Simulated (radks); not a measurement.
**Mo³⁺ in [Ar] 3d10 4s2 4p5.75 4d3 5d0.25: an all-electron calculation**

Wanted: eigenvalues, radial structure and energy terms of the molybdenum ion Mo3+.

Method: scalar-relativistic Kohn-Sham, PBE, spin-unpolarised, spherical densities, finite nucleus. Code: radks (a radial shooting solver on a logarithmic mesh, Libxc functionals) version 1.

**1. The system**

```
element            : molybdenum (Z = 42)
charge             : +3
electrons          : 39
configuration      : [Ar] 3d10 4s2 4p5.75 4d3 5d0.25
nuclear rms radius : 4.4091 fm
```

**2. The calculation**

The run's settings:

```text
Z 42
configuration [Ar] 3d10 4s2 4p5.75 4d3 5d0.25
relativity scalar-relativistic
functional pbe,pbe
spin unpolarised
nucleus finite rms 4.4091 fm
c 137.035999084
```

On the command line:

```sh
$ python run_ks.py task.json out
```

All runs below come from this command, one after another.

**Question.** What will this run give?

The runs gave:

```
                        quantity                value
                    total energy  -4046.22593 hartree
exchange-correlation share of it               3.02 %
                            −T/E               1.0311
          highest occupied level       5d, -13.553 eV
    most extended occupied level  5d, <r> = 4.27 bohr
 radius at density 0.001 e/bohr³            3.47 bohr
    maxima of the radial density                    4
```

5 principal shells are occupied and 4 maxima appear in the radial density; where shells overlap, one shows as a shoulder or not at all. −T/E is 1.031: with relativity the kinetic term as defined here no longer equals −E. This is not the tabulated ground configuration, so its levels and sizes aren't those of the ground state, and no measured value stands beside it.
